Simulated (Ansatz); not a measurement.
# Ge: the cost of one run

Method: DFT PBEsol, scalar-relativistic, plane waves, PAW, in Ansatz 0.2.0.

1 further run of the same task is left out (set aside as unsound or not needed).

## Step 1: The structure to begin with

It takes space group Fd-3m (No. 227, cubic). The conventional cell has a = 5.675 Å, b = 5.675 Å, c = 5.675 Å, α = 90.00°, β = 90.00°, γ = 90.00°. Ge (site symmetry -43m) has 4 Ge at 2.46 Å as nearest neighbours.

Coordinates:

```xyz
2
Lattice="0.0000 2.8374 2.8374 2.8374 0.0000 2.8374 2.8374 2.8374 0.0000" Properties=species:S:1:pos:R:3 pbc="T T T"
Ge    0.0000    0.0000    0.0000
Ge    1.4187    1.4187    1.4187
```

It goes back to an entry of the Materials Project.

It is the result of an earlier relaxation at this level (volume 22.84 Å³/atom; gap on the mesh: none (metal)).

## Step 2: Bulk reference on the slab's mesh

input.yaml

```yaml
crystal:
  lattice:
    - [4.0127279012, 0.0, 0.0]
    - [0.0, 4.0127279012, 0.0]
    - [-2.0063639506, -2.0063639506, 2.83742711]
  atoms:
    - { symbol: Ge, position: [0.0, 0.0, 0.0] }
    - { symbol: Ge, position: [0.75, 0.25, 0.5] }
basis:
  ecutwfc: 420
kpoints:
  mp_grid: { grid: [9, 9, 12] }
hamiltonian:
  xc: pbesol
scf:
  occupations: { method: gaussian, width: 0.1 }
output:
  forces: true
  stress: true
  eigenvalues: true
```

On the command line:

```sh
> ansatz run input.yaml --threads 4 --pin off --max-ram 8192MiB --backend cpu --events-out ev --progress --plain --runs-dir out
```

Q: Estimate wall time and peak memory on 4 threads of Arm Neoverse N1, shared host.

About 5.5 s, with a peak of 0.46 GiB.
